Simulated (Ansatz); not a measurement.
# CdTe (F-43m): how far a G0W0 gap depends on its settings

How well converged is a G0W0 gap of CdTe built on the database structure prototype?

Code: Ansatz 0.2.0. G0W0, plane waves. Calculated at 0 K for a non-magnetic cell.

### Step 1. Starting point

The cell was relaxed beforehand with r2SCAN.

It is cubic, F-43m (No. 216); conventional cell a = 6.560 Å, 35.29 Å³ an atom. Around Cd lie 4 Te at 2.84 Å; around Te lie 4 Cd at 2.84 Å.

Structure file:

```cif
data_structure
_symmetry_space_group_name_H-M 'F-43m'
_symmetry_Int_Tables_number 216
_cell_length_a 6.5599
_cell_length_b 6.5599
_cell_length_c 6.5599
_cell_angle_alpha 90.000
_cell_angle_beta 90.000
_cell_angle_gamma 90.000
_cell_volume 282.28
loop_
_atom_site_label
_atom_site_type_symbol
_atom_site_symmetry_multiplicity
_atom_site_Wyckoff_symbol
_atom_site_fract_x
_atom_site_fract_y
_atom_site_fract_z
_atom_site_occupancy
Cd1 Cd 4 a 0.00000 0.00000 0.00000 1
Te1 Te 4 d 0.25000 0.25000 0.75000 1
```

### Step 2. 210 empty bands, 120 eV

input.yaml

```yaml
crystal:
  lattice:
    - [0.0, 3.2799400819, 3.2799400819]
    - [3.2799400819, 0.0, 3.2799400819]
    - [3.2799400819, 3.2799400819, 0.0]
  atoms:
    - { symbol: Cd, position: [0.0, 0.0, 0.0] }
    - { symbol: Te, position: [0.25, 0.25, 0.25] }
kpoints:
  mp_grid: { grid: [4, 4, 4] }
hamiltonian:
  xc: pbe
scf:
  occupations: { method: fixed }
gw:
  n_empty_bands: 210
  ecut_chi: 120
  qp_bands: [v2, c2]
  qp_kpoints: band_edges
  screening: { model: contour_deformation }
```

### Step 3. 522 empty bands, 220 eV

Changes to input.yaml since step 2:

```diff
@@ -15,4 +15,4 @@
 gw:
-  n_empty_bands: 210
-  ecut_chi: 120
+  n_empty_bands: 522
+  ecut_chi: 220
   qp_bands: [v2, c2]
```

### Step 4. 960 empty bands, 300 eV

Changes to input.yaml since step 3:

```diff
@@ -15,4 +15,4 @@
 gw:
-  n_empty_bands: 522
-  ecut_chi: 220
+  n_empty_bands: 960
+  ecut_chi: 300
   qp_bands: [v2, c2]
```

### Step 5. Starting from HSE06

Changes to input.yaml since step 4:

```diff
@@ -11,3 +11,3 @@
 hamiltonian:
-  xc: pbe
+  xc: hse06
 scf:
@@ -15,4 +15,4 @@
 gw:
-  n_empty_bands: 960
-  ecut_chi: 300
+  n_empty_bands: 522
+  ecut_chi: 220
   qp_bands: [v2, c2]
```

### Step 6. Starting from r2SCAN

Changes to input.yaml since step 5:

```diff
@@ -11,3 +11,3 @@
 hamiltonian:
-  xc: hse06
+  xc: r2scan
 scf:
```

### Step 7. Starting from PBE0

Changes to input.yaml since step 6:

```diff
@@ -11,3 +11,3 @@
 hamiltonian:
-  xc: r2scan
+  xc: pbe0
 scf:
```

### Step 8. A plasmon pole in place of the full frequency dependence

Changes to input.yaml since step 7:

```diff
@@ -11,3 +11,3 @@
 hamiltonian:
-  xc: pbe0
+  xc: pbe
 scf:
@@ -19,2 +19,2 @@
   qp_kpoints: band_edges
-  screening: { model: contour_deformation }
+  screening: { model: godby_needs }
```

### Step 9. A finer mesh, 8×8×8

Changes to input.yaml since step 8:

```diff
@@ -9,3 +9,3 @@
 kpoints:
-  mp_grid: { grid: [4, 4, 4] }
+  mp_grid: { grid: [8, 8, 8] }
 hamiltonian:
@@ -15,6 +15,6 @@
 gw:
-  n_empty_bands: 522
-  ecut_chi: 220
+  n_empty_bands: 114
+  ecut_chi: 80
   qp_bands: [v2, c2]
   qp_kpoints: band_edges
-  screening: { model: godby_needs }
+  screening: { model: contour_deformation }
```

### Step 10. Norm-conserving pseudopotentials

Changes to input.yaml since step 9:

```diff
@@ -9,5 +9,6 @@
 kpoints:
-  mp_grid: { grid: [8, 8, 8] }
+  mp_grid: { grid: [4, 4, 4] }
 hamiltonian:
   xc: pbe
+  pseudopotentials: { kind: nc }
 scf:
@@ -15,4 +16,4 @@
 gw:
-  n_empty_bands: 114
-  ecut_chi: 80
+  n_empty_bands: 522
+  ecut_chi: 220
   qp_bands: [v2, c2]
```

Before running it: what results should come out? Wanted: for each run, start; potentials; frequencies; empty bands; cutoff; Kohn-Sham gap; G0W0 gap.

The runs gave:

| start | potentials | frequencies | empty bands | cutoff (eV) | mesh | Kohn-Sham gap (eV) | G0W0 gap (eV) |
| --- | --- | --- | --- | --- | --- | --- | --- |
| PBE | PAW | full | 210 | 120 | 4×4×4 | 0.65 | 1.22 |
| PBE | PAW | full | 522 | 220 | 4×4×4 | 0.65 | 1.19 |
| PBE | PAW | full | 960 | 300 | 4×4×4 | 0.65 | 1.19 |
| HSE06 | PAW | full | 522 | 220 | 4×4×4 | 1.53 | 1.76 |
| r2SCAN | PAW | full | 522 | 220 | 4×4×4 | 1.15 | 1.55 |
| PBE0 | PAW | full | 522 | 220 | 4×4×4 | 2.16 | 1.97 |
| PBE | PAW | pole | 522 | 220 | 4×4×4 | 0.65 | 1.31 |
| PBE | PAW | full | 114 | 80 | 8×8×8 | 0.66 | 1.31 |
| PBE | NC | full | 522 | 220 | 4×4×4 | 0.65 | 1.17 |

Gaps are those on each run's own mesh.

**Reading.** With bands and cutoff raised together, from 210 bands at 120 eV to 960 at 300 eV, the gap moves by -0.04 eV, and on the last rung by -0.01 eV; extrapolated in 1/N from the last two rungs, the limit on this k mesh would lie near 1.2 eV. The starting point matters: against PBE, HSE06 gives +0.57 eV, r2SCAN gives +0.36 eV, PBE0 gives +0.78 eV. The plasmon pole changes the gap by +0.116 eV. Norm-conserving potentials change it by -0.021 eV. Spin-orbit coupling is left out.
